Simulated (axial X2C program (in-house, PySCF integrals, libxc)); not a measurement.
**Linear CInO at several levels**

The task here is to estimate one member of a computed series from the others.

Computed with an in-house X2C program for linear molecules on PySCF integrals. Level: all-electron X2C, two-component (2c) or spin-free, C dyall-v3z, In dyall-v3z, O dyall-av3z.

All values are calculated.

2 further runs of the same task are left out: 2 set aside as unsound or not needed.

The first run:

The input, task.json:

```json
{
 "zs": [
  6,
  49,
  8
 ],
 "q": 0,
 "bas": [
  "dyall-v3z",
  "dyall-v3z",
  "dyall-av3z"
 ],
 "r0": [
  2.03,
  1.93
 ],
 "symm": 0,
 "scan": [
  "PBE0",
  "HF",
  "BHandHLYP"
 ],
 "levels": [
  "PBE0",
  "HF",
  "B3LYP"
 ],
 "nst": 2
}
```

Keys: zs atomic numbers; q charge; bas basis sets; r0 starting distance in Å; symm equal bonds; scan levels of the two-bond scan; levels methods; nst determinants followed.

On the command line:

```console
> python solin.py task.json out
```

Masses C 12.000, In 114.904, O 15.995 u.

Steps of the session up to this table: Scan at PBE0, 2c; Scan at BHandHLYP, 2c; Scan at PBE0, spin-free.

One of the session's tables, all rows but one given; the rest of the session is left out.

```
               level  r(C–In) (Å)  lower stretch (cm⁻¹)  upper stretch (cm⁻¹)
            PBE0, 2c        2.084                 533.0                 761.9
       BHandHLYP, 2c            ?                     ?                     ?
     PBE0, spin-free        2.083                 533.2                 762.1
BHandHLYP, spin-free        2.121                 473.3                 695.9
```

Q: Estimate the row for BHandHLYP, 2c from the others.

The run gave: r(C–In) (Å): 2.122; lower stretch (cm⁻¹): 473.4; upper stretch (cm⁻¹): 695.9. In the column «r(C–In) (Å)» it is the highest.

Scans not shown above were run alike.

**Reading.** Over the levels the C–In bond spans 2.083 to 2.122 Å and the In–O bond 1.849 to 1.872 Å. At PBE0 spin–orbit coupling leaves both bonds unchanged to 0.001 Å. Each state is one determinant, the lowest of a limited PBE0 search; the stretches come from a fit to few points and are good to some per cent at best. The molecule was held linear; bending was not examined, so a bent shape may lie lower. Note: several unpaired electrons, one determinant need not be a pure state.
